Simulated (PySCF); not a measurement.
# [Dy(HCN)]2+: other functionals and bases at one geometry

One table from this session's results is given with a row withheld; the runs are named, their logs left out.

Program: PySCF 2.14.0. Level of theory: several levels, as the steps say, no spin–orbit coupling. These are calculated values, not measurements.

1 further run of the same task is left out (for a known fault of the program).

## Where the work starts

4 atoms, charge 2, spin multiplicity 1.

Bond lengths: Dy1–N2 2.473 Å, N2–C3 1.154 Å, C3–H4 1.095 Å. Angles: Dy1–N2–C3 180.0°, N2–C3–H4 180.0°.

Geometry (Å):

```xyz
4
charge 2, multiplicity 1
Dy    0.0000    0.0000   -0.3192
N     0.0000    0.0000    2.1539
C     0.0000    0.0000    3.3075
H     0.0000    0.0000    4.4021
```

Formal oxidation states: Dy +2. Each metal's 10 4f electrons lie in its core potential, so multiplicities, spins and levels count the valence alone. An earlier session relaxed this geometry at PBE0, Dy lcecp-0-SVP with ECP56, N def2-SVP, C def2-SVP, H def2-SVP (singlet, point group C∞v).

At PBE0 on the finer grid: E = -123.596548 Eh, frontier levels not given, since the 4f levels lie in the core, Mulliken charge on Dy1 +1.77 e, largest force component 0.003 eV/Å. 

Levels to run: PBE; BLYP; PBE0, TZVP. Hardware: 2 threads of AMD EPYC 7R43 (Zen 3), shared host.

The first run:

run.py (the lines that set the calculation)

```python
mol = gto.M(atom='''
Dy     0.00000     0.00000    -0.31916
N      0.00000     0.00000     2.15393
C      0.00000     0.00000     3.30750
H      0.00000     0.00000     4.40213''',
    basis={'Dy': 'lcecp-0-SVP', 'N': 'def2-SVP', 'C': 'def2-SVP', 'H': 'def2-SVP'},
    ecp={'Dy': 'lcecp-0-SVP'},
    charge=2, spin=0)
mf = dft.RKS(mol, xc='PBE')
mf.grids.atom_grid = (75, 302)  # f atoms: unpruned, at least (60, 302)
mf = mf.density_fit()  # fitting sets: Dy AutoAux, N def2-universal-JKFIT, C def2-universal-JKFIT, H def2-universal-JKFIT
mf.conv_tol = 1e-08; mf.max_cycle = 55
mf.kernel(dm0)  # dm0: the density of the relaxed state
```

Launch:

```sh
OMP_NUM_THREADS=2 python run.py
```

Steps of the session up to this table: PBE; BLYP; PBE0, TZVP.

One table of the session follows, with a row left open; its other results are not shown here.

| level | charge on Dy1 (e) | dipole (D) | largest force component (eV/Å) |
| --- | --- | --- | --- |
| PBE0 (relaxed here) | 1.77 | 2.77 | 0.00 |
| PBE | 1.73 | 2.82 | 1.50 |
| BLYP | ? | ? | ? |
| PBE0, TZVP | 1.85 | 2.88 | 1.05 |

Estimate the missing values for BLYP.

**Answer.** charge on Dy1 (e): 1.72; dipole (D): 2.85; largest force component (eV/Å): 1.47. In the column «charge on Dy1 (e)» it is the lowest.

The dipole of a charged species depends on the origin, so these sizes hold for this origin alone.

The largest leftover force, 1.50 eV/Å with PBE, stands at a geometry relaxed at another level. With 4f in the core, its levels are missing from HOMO and gap, and its count is fixed, so no charge can pass from the ligands into it. Total energies of different levels can't be compared.
